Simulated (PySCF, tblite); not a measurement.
# C2H10BrNSi4: geometry, infrared bands and NMR shifts

What infrared bands and NMR shifts should C2H10BrNSi4 (`C#C[Si@H]([SiH2]Br)[SiH2]N[SiH3]`) show?

The runs use tblite 0.8.0 and PySCF 2.14.0, with density-fitted response routines of our own; the level of theory stands in each step. All values are computed, except where a source is named. Atoms are numbered from 0 throughout.

### 1 The starting structure

18 atoms, charge 0, multiplicity 1; geometry from: force field or distance geometry start.

Bonds of the start (Å): C0–C1 1.20, C1–Si2 1.82, Si2–Si3 2.24, Si3–Br4 2.25, Si2–Si5 2.21, Si5–N6 1.81, N6–Si7 1.79, C0–H8 1.05, Si2–H9 1.47, Si3–H10 1.45, Si3–H11 1.49, Si5–H12 1.48, Si5–H13 1.45, N6–H14 1.04, Si7–H15 1.45, Si7–H16 1.47, Si7–H17 1.50.

### 2 Relaxing the molecule with GFN2-xTB

Job settings and geometry (Å):

```
{"job": {"kind": "relax", "xc": "GFN2-xTB", "basis": "xTB"}, "charge": 0, "multiplicity": 1}
C     -0.177300     2.732800    -0.900100
C     -0.474100     1.582100    -0.713400
Si    -0.901400    -0.162700    -0.402700
Si    -3.057000    -0.175600     0.188500
Br    -4.009500    -2.051600    -0.595500
Si     0.386700    -1.025300     1.169500
N      1.934200    -0.096600     1.122400
Si     2.617200    -0.150100    -0.535800
H      0.076400     3.738900    -1.082500
H     -0.795400    -0.955400    -1.636300
H     -3.707000     0.980200    -0.402300
H     -3.223800    -0.075900     1.665100
H     -0.227300    -0.933200     2.514100
H      0.692300    -2.402700     0.816200
H      2.651900    -0.500900     1.750000
H      3.505900    -1.286800    -0.670800
H      3.272200     1.119200    -0.871200
H      1.427400    -0.330400    -1.426600
```

On the command line:

```sh
> OMP_NUM_THREADS=1 python probes_run.py task.json out
```

One launch serves the whole session: the jobs run in the order shown.

The program printed:

```text
step      E/eV     max force
  0    -633.31600    2.301
  1    -633.46780    1.126
  2    -633.53511    2.840
  3    -633.57721    2.117
  4    -633.63360    0.726
  5    -633.70669    0.546
  6    -633.79917    1.375
  7    -633.87016    1.338
  8    -633.94265    0.596
  9    -633.98353    0.323
 10    -634.00367    0.406
 11    -634.02551    0.425
 12    -634.05179    0.548
 13    -634.07878    0.481
 14    -634.09837    0.307
 15    -634.10900    0.207
 16    -634.11722    0.238
 17    -634.12537    0.240
 18    -634.13355    0.233
 19    -634.14088    0.211
 20    -634.14684    0.205
 21    -634.15214    0.194
 22    -634.15618    0.149
 23    -634.15912    0.106
 24    -634.16142    0.101
 25    -634.16330    0.091
 26    -634.16498    0.103
 27    -634.16651    0.129
 28    -634.16788    0.131
 29    -634.16936    0.110
 30    -634.17101    0.119
 31    -634.17261    0.115
 32    -634.17390    0.082
 33    -634.17482    0.062
 34    -634.17544    0.054
 35    -634.17606    0.072
 36    -634.17690    0.077
 37    -634.17789    0.089
 38    -634.17874    0.084
 39    -634.17922    0.047
 40    -634.17942    0.031
 41    -634.17956    0.032
 42    -634.17977    0.048
 43    -634.18007    0.062
 44    -634.18039    0.054
 45    -634.18059    0.028
 46    -634.18067    0.025
 47    -634.18073    0.024
 48    -634.18082    0.030
 49    -634.18096    0.042
 50    -634.18116    0.042
 51    -634.18137    0.034
 52    -634.18154    0.033
 53    -634.18167    0.029
 54    -634.18182    0.038
 55    -634.18203    0.048
 56    -634.18233    0.051
 57    -634.18265    0.049
 58    -634.18288    0.035
 59    -634.18304    0.030
 60    -634.18323    0.055
 61    -634.18355    0.079
 62    -634.18402    0.085
 63    -634.18452    0.062
 64    -634.18490    0.050
 65    -634.18516    0.039
 66    -634.18547    0.063
 67    -634.18601    0.083
 68    -634.18680    0.088
 69    -634.18758    0.079
 70    -634.18802    0.040
 71    -634.18822    0.032
 72    -634.18836    0.039
 73    -634.18857    0.051
 74    -634.18884    0.057
 75    -634.18911    0.048
 76    -634.18932    0.034
 77    -634.18947    0.027
 78    -634.18962    0.029
 79    -634.18973    0.029
 80    -634.18988    0.029
 81    -634.19004    0.033
 82    -634.19026    0.042
 83    -634.19050    0.043
 84    -634.19072    0.038
 85    -634.19087    0.027
 86    -634.19098    0.030
 87    -634.19111    0.032
 88    -634.19134    0.045
 89    -634.19173    0.064
 90    -634.19226    0.077
 91    -634.19277    0.061
 92    -634.19313    0.034
 93    -634.19324    0.043
 94    -634.19347    0.045
 95    -634.19368    0.045
 96    -634.19406    0.041
 97    -634.19458    0.056
 98    -634.19512    0.056
 99    -634.19557    0.033
100    -634.19587    0.029
101    -634.19607    0.030
102    -634.19624    0.028
103    -634.19640    0.028
104    -634.19653    0.028
105    -634.19661    0.055
106    -634.19679    0.025
107    -634.19695    0.018
108    -634.19710    0.087
109    -634.19722    0.025
110    -634.19732    0.022
111    -634.19743    0.021
112    -634.19749    0.018
113    -634.19762    0.026
114    -634.19776    0.030
115    -634.19789    0.026
116    -634.19797    0.023
117    -634.19805    0.025
118    -634.19812    0.024
119    -634.19825    0.029
120    -634.19845    0.035
121    -634.19871    0.046
122    -634.19898    0.059
123    -634.19922    0.051
124    -634.19956    0.041
125    -634.19996    0.038
126    -634.20025    0.038
127    -634.20066    0.036
128    -634.20103    0.043
129    -634.20149    0.048
130    -634.20185    0.041
131    -634.20203    0.048
132    -634.20222    0.033
133    -634.20239    0.029
134    -634.20273    0.037
135    -634.20288    0.033
136    -634.20310    0.031
137    -634.20320    0.022
138    -634.20326    0.017
139    -634.20329    0.014
140    -634.20333    0.015
141    -634.20337    0.014
142    -634.20341    0.016
143    -634.20347    0.017
144    -634.20354    0.019
145    -634.20360    0.017
146    -634.20364    0.013
147    -634.20367    0.011
148    -634.20370    0.012
149    -634.20373    0.018
150    -634.20377    0.020
151    -634.20383    0.019
152    -634.20390    0.026
153    -634.20400    0.028
154    -634.20411    0.025
155    -634.20418    0.019
156    -634.20423    0.020
157    -634.20428    0.018
158    -634.20434    0.016
159    -634.20442    0.022
160    -634.20451    0.024
161    -634.20460    0.021
162    -634.20469    0.019
163    -634.20478    0.019
164    -634.20486    0.018
165    -634.20492    0.015
166    -634.20496    0.018
167    -634.20501    0.015
168    -634.20507    0.018
169    -634.20512    0.021
170    -634.20517    0.015
171    -634.20521    0.010
```

It took 2.4 s on 1 thread of Arm Neoverse V1, shared host.

Relaxation path: (not every step is listed)

```tsv
step	energy from step 0 (eV)	largest force (eV/Å)
0	0.0000	2.3011
1	-0.1518	1.1260
2	-0.2191	2.8400
3	-0.2612	2.1173
4	-0.3176	0.7262
5	-0.3907	0.5456
6	-0.4832	1.3755
7	-0.5542	1.3384
8	-0.6266	0.5963
23	-0.8431	0.1060
38	-0.8627	0.0841
53	-0.8657	0.0286
68	-0.8708	0.0878
83	-0.8745	0.0426
98	-0.8791	0.0556
113	-0.8816	0.0260
128	-0.8850	0.0430
143	-0.8875	0.0173
158	-0.8883	0.0159
166	-0.8890	0.0182
167	-0.8890	0.0151
168	-0.8891	0.0179
169	-0.8891	0.0206
170	-0.8892	0.0152
171	-0.8892	0.0096
```

Close pairs (by a distance rule), those that changed most:

```tsv
bond	before (Å)	after (Å)	change (Å)
Si2–Si5	2.208	2.322	+0.114
Si2–Si3	2.235	2.327	+0.092
Si5–N6	1.805	1.734	-0.071
N6–Si7	1.794	1.734	-0.061
Si7–H17	1.497	1.461	-0.036
C1–Si2	1.823	1.854	+0.031
N6–H14	1.036	1.007	-0.029
Si3–H11	1.489	1.463	-0.027
```

The final coordinates are the input of the step that follows.

### 3 Vibrational analysis with GFN2-xTB

Job settings and geometry (Å):

```
{"job": {"kind": "ir", "xc": "GFN2-xTB", "basis": "xTB"}, "charge": 0, "multiplicity": 1}
C     -0.302607     2.739446    -1.016295
C     -0.614178     1.590454    -0.842717
Si    -1.034336    -0.188354    -0.530480
Si    -3.235498    -0.002405     0.201461
Br    -3.900502    -2.043213     0.873381
Si     0.411650    -1.291963     0.912869
N      1.928551    -0.451348     0.903012
Si     2.981510    -0.102112    -0.429033
H     -0.039161     3.745281    -1.179724
H     -1.087756    -0.771562    -1.892538
H     -4.291969     0.338321    -0.749072
H     -3.491062     0.790823     1.403411
H     -0.041428    -1.224782     2.308616
H      0.577282    -2.704397     0.537027
H      2.385090    -0.411663     1.799647
H      3.683534    -1.304823    -0.892906
H      3.939451     0.880820     0.072673
H      2.122672     0.417794    -1.490989
```

The program printed:

```text
mode    cm-1     km/mol
  1      13.7      0.46
  2      15.2      4.47
  3      39.3      2.63
  4      55.8      1.42
  5      65.8      0.23
  6      81.7      1.09
  7      95.1      0.18
  8     112.0      4.45
  9     133.5      4.68
 10     218.5      2.09
 11     243.5     13.86
 12     259.0     36.16
 13     329.0     11.70
 14     351.0     25.38
 15     361.3     48.15
 16     403.7     29.19
 17     429.0     18.06
 18     490.6      4.27
 19     558.2     49.19
 20     576.2    252.04
 21     581.6    242.35
 22     598.6    133.55
 23     608.7     91.15
 24     613.4     98.70
 25     666.0    161.51
 26     671.0     16.83
 27     678.8     55.03
 28     685.5    192.49
 29     704.7    294.97
 30     748.7    151.77
 31     762.7    369.61
 32     786.4    375.15
 33     803.4    243.09
 34     812.8    163.14
 35     826.9    317.63
 36     985.9    246.65
 37    1201.8    188.52
 38    2077.3    199.87
 39    2166.2    223.04
 40    2193.3    131.80
 41    2194.1     89.00
 42    2214.0    450.49
 43    2246.0    361.72
 44    2270.3    143.92
 45    2271.4    199.96
 46    2276.3    429.83
 47    3350.5      0.72
 48    3474.6      1.88
```

It took 1.3 s on 1 thread of Arm Neoverse V1, shared host.

Which atoms move in the most intense modes:

```tsv
cm⁻¹	km/mol	atoms
576	252.0	H9 19 %, H16 19 %, H12 17 %, H17 12 %
705	295.0	H11 35 %, H10 29 %, H9 10 %
763	369.6	H16 29 %, H17 28 %
786	375.1	H12 44 %, H13 37 %
827	317.6	H15 24 %, H17 24 %, H16 20 %, Si7 16 %
2214	450.5	H15 92 %
2246	361.7	H11 65 %, H10 30 %
2276	429.8	H17 54 %, H16 39 %
```

### 4 NMR shieldings: PBE0/pcSseg-1

The job, as its differences from that of step 3:

```diff
@@ -1,2 +1,2 @@
-{"job": {"kind": "ir", "xc": "GFN2-xTB", "basis": "xTB"}, "charge": 0, "multiplicity": 1}
+{"job": {"kind": "nmr", "xc": "PBE0", "basis": "pcSseg-1"}, "charge": 0, "multiplicity": 1}
 C     -0.302607     2.739446    -1.016295
```

Level: GIAO PBE0/pcSseg-1 NMR shielding, non-relativistic, gas phase.

The program printed:

```text
coarse grid: 73184 points
cycle   1  E = -3867.7565084363  dE = -7.017e-01  |g| = 8.662e-01  |ddm| = 4.063e+00
cycle   2  E = -3867.7015078629  dE =  5.500e-02  |g| = 7.948e-01  |ddm| = 1.397e+00
cycle   3  E = -3867.8242678648  dE = -1.228e-01  |g| = 2.636e-01  |ddm| = 1.018e+00
cycle   4  E = -3867.8388058331  dE = -1.454e-02  |g| = 5.193e-02  |ddm| = 2.485e-01
cycle   5  E = -3867.8392072157  dE = -4.014e-04  |g| = 2.915e-02  |ddm| = 7.144e-02
cycle   6  E = -3867.8394134787  dE = -2.063e-04  |g| = 9.015e-03  |ddm| = 2.530e-02
cycle   7  E = -3867.8394332844  dE = -1.981e-05  |g| = 1.511e-03  |ddm| = 8.799e-03
cycle   8  E = -3867.8394338235  dE = -5.391e-07  |g| = 2.535e-04  |ddm| = 1.958e-03
final grid: 147912 points
cycle   9  E = -3867.8394768097  dE = -4.315e-08  |g| = 3.010e-04  |ddm| = 2.181e-03
cycle  10  E = -3867.8394767863  dE =  2.344e-08  |g| = 4.446e-04  |ddm| = 6.928e-04
cycle  11  E = -3867.8394768239  dE = -3.757e-08  |g| = 1.185e-04  |ddm| = 3.711e-04
cycle  12  E = -3867.8394768273  dE = -3.386e-09  |g| = 9.574e-06  |ddm| = 9.793e-05
cycle  13  E = -3867.8394768273  dE = -3.001e-11  |g| = 3.086e-06  |ddm| = 1.812e-05
converged SCF energy = -3867.8394768273

GIAO shielding tensors (ppm)
atom      isotropic    diamagn.    paramagn.     s11        s22        s33       span
  0 C       77.842     260.572    -182.730     -7.045     -2.866    243.438    250.483
  1 C      104.554     264.245    -159.691     10.156     12.818    290.688    280.532
  2 Si     460.551     881.776    -421.225    423.463    472.102    486.087     62.624
  3 Si     385.609     875.699    -490.091    348.913    373.023    434.890     85.977
  4 Br    2866.867    3124.322    -257.456   2744.592   2871.876   2984.133    239.541
  5 Si     398.230     879.961    -481.731    345.617    382.478    466.596    120.979
  6 N      278.173     322.873     -44.700    256.448    261.376    316.697     60.249
  7 Si     402.355     879.816    -477.461    359.061    383.443    464.563    105.503
  8 H       29.627      33.583      -3.955     24.160     24.823     39.899     15.739
  9 H       26.979      28.831      -1.852     23.805     25.550     31.582      7.777
 10 H       26.124      26.249      -0.124     20.941     25.326     32.106     11.165
 11 H       26.214      27.320      -1.106     21.473     25.480     31.688     10.216
 12 H       26.493      29.819      -3.326     22.216     26.450     30.814      8.598
 13 H       26.473      29.170      -2.697     21.745     26.172     31.502      9.757
 14 H       32.127      31.041       1.086     21.799     29.255     45.326     23.527
 15 H       26.902      28.418      -1.515     23.206     24.701     32.800      9.594
 16 H       26.987      29.075      -2.087     23.542     24.816     32.605      9.063
 17 H       26.732      30.670      -3.938     22.170     28.102     29.924      7.754
```

Wall time 1.7 min (1 thread of Arm Neoverse V1, shared host); peak memory 1.2 GiB.

The references, computed at this level on geometries of the same kind, shield at (ppm): ¹H TMS 31.72, ¹³C TMS 186.9, ²⁹Si TMS 349.2, ¹⁵N NH3 267.7, ⁷⁹Br HBr 2622. Their shielding less the atom's gives the shift. The references are single molecules in the gas phase, so shifts against H2O, NH3, PH3, H3PO4 or CFCl3 are not on the usual liquid scales and can be off by tens of ppm. Atoms listed in one row are averaged.

```tsv
atoms	environment	σ (ppm)	δ (ppm)	δ scaled to CDCl3
C0	terminal alkyne carbon	77.8	109.1	104.6
C1	alkyne carbon	104.6	82.4	78.5
H10	hydrogen on a silicon bonded to Br, Si	26.12	5.59	–
H11	hydrogen on a silicon bonded to Br, Si	26.21	5.50	–
H13	hydrogen on a silicon bonded to N, Si	26.47	5.24	–
H12	hydrogen on a silicon bonded to N, Si	26.49	5.22	–
H15, H16, H17	hydrogen on a silicon bonded to N	26.87	4.84	–
H9	hydrogen on a silicon bonded to C, 2 Si	26.98	4.74	–
H8	hydrogen on a terminal alkyne carbon	29.63	2.09	2.08
H14	hydrogen on a nitrogen bonded to 2 Si	32.13	-0.41	–
Si3	silicon bonded to Br, Si, 2 H	385.6	-36.5	–
Si5	silicon bonded to N, Si, 2 H	398.2	-49.1	–
Si7	silicon bonded to N, 3 H	402.4	-53.2	–
Si2	silicon bonded to C, 2 Si, H	460.6	-111.4	–
Br4	bromine bonded to Si	2867	-245	–
N6	nitrogen bonded to 2 Si, H	278.2	-10.4	–
```

The scaled column applies a straight-line fit of computed shieldings to shifts measured in CDCl3, with any fitted terms for Cl, Br or S neighbours (root-mean-square error 0.16 ppm for H, 1.9 ppm for C).

Charges from the same density, by scheme (e):

```tsv
atoms	Mulliken	IAO	Hirshfeld	ESP fit
C0	-0.22	-0.19	-0.08	-0.37
C1	-0.15	-0.31	-0.15	-0.04
Si2	0.11	0.30	0.20	0.13
Si3	0.49	0.45	0.24	0.10
Br4	-0.40	-0.29	-0.15	-0.19
Si5	0.57	0.64	0.30	0.45
N6	-0.83	-0.93	-0.33	-0.77
Si7	0.63	0.75	0.35	0.56
```

Mayer bond orders: C0–C1 2.57, C1–Si2 0.86, Si2–Si3 0.89, Si3–Br4 0.86, Si2–Si5 0.85, Si5–N6 0.98, N6–Si7 0.95.

### 5 Results

```
                                                              quantity                                                value
                             strongest single infrared mode (GFN2-xTB)                                2214 cm⁻¹, 450 km/mol
                                          zero-point energy (GFN2-xTB)                                        63.3 kcal/mol
                                ¹³C shifts against TMS (PBE0/pcSseg-1)                                      109.1, 82.4 ppm
¹H shifts against TMS (PBE0/pcSseg-1, means over atoms taken as alike)  5.59, 5.50, 5.24, 5.22, 4.84, 4.74, 2.09, -0.41 ppm
                               ²⁹Si shifts against TMS (PBE0/pcSseg-1)                      -36.5, -49.1, -53.2, -111.4 ppm
                               ⁷⁹Br shifts against HBr (PBE0/pcSseg-1)                                             -245 ppm
                                ¹⁵N shifts against NH3 (PBE0/pcSseg-1)                                            -10.4 ppm
```

**Reading.** The optimisation took 171 steps and gained 0.889 eV; among the close pairs (by a distance rule), Si2–Si5 changed most, from 2.208 to 2.322 Å. No mode is imaginary among the 48: a minimum at this level. The strongest single mode, at 2214 cm⁻¹, moves mainly H15. Unscaled tight-binding wavenumbers are off by several per cent, some by more. Its intensities can rank the bands wrongly. At PBE0/pcSseg-1: Shielding is most anisotropic at C1 (span 281 ppm, paramagnetic term -160 ppm). Spin-orbit coupling is left out, which matters for shieldings and couplings at and beside the heavy atoms.
